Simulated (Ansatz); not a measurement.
# (111) superlattice of 2 and 4 atomic planes of BeS and BeSe, in-plane a of BeSe, 6 atoms

Wanted: the effect of changed settings on energy, forces, pressure and convergence.

All numbers are computed with Ansatz 0.2.0 (PAW, plane waves).

1 further run of the same task is left out (it didn't finish).

## Step 1: The system as built

6 atoms (3 Be, 1 S, 2 Se); a = 3.627 Å, b = 3.627 Å, c = 8.590 Å, α = 90.00°, β = 90.00°, γ = 120.00°. All atoms were shaken off their sites by about 0.02 Å along each axis.

Coordinates:

```cif
data_structure
_symmetry_space_group_name_H-M 'P 1'
_symmetry_Int_Tables_number 1
_cell_length_a 3.6266
_cell_length_b 3.6266
_cell_length_c 8.5895
_cell_angle_alpha 90.000
_cell_angle_beta 90.000
_cell_angle_gamma 120.000
_cell_volume 97.84
loop_
_atom_site_label
_atom_site_type_symbol
_atom_site_fract_x
_atom_site_fract_y
_atom_site_fract_z
_atom_site_occupancy
Be1 Be 0.00190 0.00477 0.00335 1
Be2 Be 0.34475 0.67515 0.31022 1
Be3 Be 0.66874 0.33328 0.65406 1
S1 S 0.99047 0.99867 0.23094 1
Se1 Se 0.33904 0.66756 0.57204 1
Se2 Se 0.65811 0.32784 0.91433 1
```

## Step 2: PBEsol single point

The input, in.yaml:

```yaml
crystal:
  lattice:
    - [2.564411, -2.564411, 0.000000]
    - [0.000000, 2.564411, -2.564411]
    - [4.959174, 4.959174, 4.959174]
  atoms:
    - { symbol: Be, position: [0.001903, 0.004771, 0.003352] }
    - { symbol: Be, position: [0.344750, 0.675150, 0.310218] }
    - { symbol: Be, position: [0.668739, 0.333280, 0.654058] }
    - { symbol: S, position: [0.990467, 0.998665, 0.230936] }
    - { symbol: Se, position: [0.339045, 0.667555, 0.572043] }
    - { symbol: Se, position: [0.658109, 0.327838, 0.914325] }
kpoints:
  mp_grid: { grid: [4, 4, 2] }
hamiltonian:
  xc: pbesol
scf:
  occupations: { method: fermi_dirac, width: 0.01 }
output:
  forces: true
  eigenvalues: true
  stress: true
  populations: true
```

Started as:

```sh
ansatz run in.yaml --threads 8 --pin off --max-ram 13300MiB --runs-dir r --events-out ev --progress --plain
```

## Step 3: Changed settings: density threshold 0.0001 eV

Edit in.yaml of step 2 so:

```diff
@@ -18,2 +18,4 @@
   occupations: { method: fermi_dirac, width: 0.01 }
+  max_iter: 80
+  convergence: { dr2_threshold: 1e-04 }
 output:
@@ -22,2 +24 @@
   stress: true
-  populations: true
```

## Step 4: Changed settings: k points 1×1×2

Edit in.yaml of step 3 so:

```diff
@@ -13,3 +13,3 @@
 kpoints:
-  mp_grid: { grid: [4, 4, 2] }
+  mp_grid: { grid: [1, 1, 2] }
 hamiltonian:
@@ -18,4 +18,3 @@
   occupations: { method: fermi_dirac, width: 0.01 }
-  max_iter: 80
-  convergence: { dr2_threshold: 1e-04 }
+  max_iter: 90
 output:
@@ -24 +23,5 @@
   stress: true
+  write_density: true
+  write_potential: true
+  elf: true
+  volumetric_format: npy
```

## Step 5: Changed settings: occupations Methfessel–Paxton, density cutoff ratio 2, at most 9 cycles

Edit in.yaml of step 4 so:

```diff
@@ -13,3 +13,4 @@
 kpoints:
-  mp_grid: { grid: [1, 1, 2] }
+  mp_grid: { grid: [4, 4, 2] }
+basis: { ecutrho_ratio: 2 }
 hamiltonian:
@@ -17,4 +18,4 @@
 scf:
-  occupations: { method: fermi_dirac, width: 0.01 }
-  max_iter: 90
+  occupations: { method: methfessel_paxton, width: 0.01 }
+  max_iter: 9
 output:
@@ -23,5 +24 @@
   stress: true
-  write_density: true
-  write_potential: true
-  elf: true
-  volumetric_format: npy
```

## Step 6: Run again with accuracy high

Edit in.yaml of step 5 so:

```diff
@@ -1 +1,2 @@
+accuracy: high
 crystal:
@@ -14,3 +15,2 @@
   mp_grid: { grid: [4, 4, 2] }
-basis: { ecutrho_ratio: 2 }
 hamiltonian:
@@ -18,4 +18,4 @@
 scf:
-  occupations: { method: methfessel_paxton, width: 0.01 }
-  max_iter: 9
+  occupations: { method: fermi_dirac, width: 0.01 }
+  max_iter: 80
 output:
```

Q: Predict the outcome of this session. Wanted: for each run, settings; status; energy from base; forces from base.

**Answer**, as computed:

| settings | status | cycles | time | energy from base (meV/atom) | forces from base (eV/Å rms) | filled to empty level on the mesh (eV) |
| --- | --- | --- | --- | --- | --- | --- |
| base | converged | 7 | 0.6 s (8 CPU threads) | 0 | 0 | 2.33 |
| density threshold 0.0001 eV | converged, settings too loose | 6 | 0.5 s (8 CPU threads) | 0.0 | 0.000 | 2.33 |
| k points 1×1×2 | converged | 9 | 0.3 s (8 CPU threads) | +3502.9 | 0.330 | 3.50 |
| occupations Methfessel–Paxton, density cutoff ratio 2, at most 9 cycles | converged, settings too loose | 7 | 0.5 s (8 CPU threads) | -1.5 | 0.000 | 2.33 |
| accuracy high | converged | 10 | 0.6 s (8 CPU threads) | 0.0 | 0.000 | 2.33 |

Among these variants the forces move most with k points 1×1×2 (0.330 eV/Å rms).
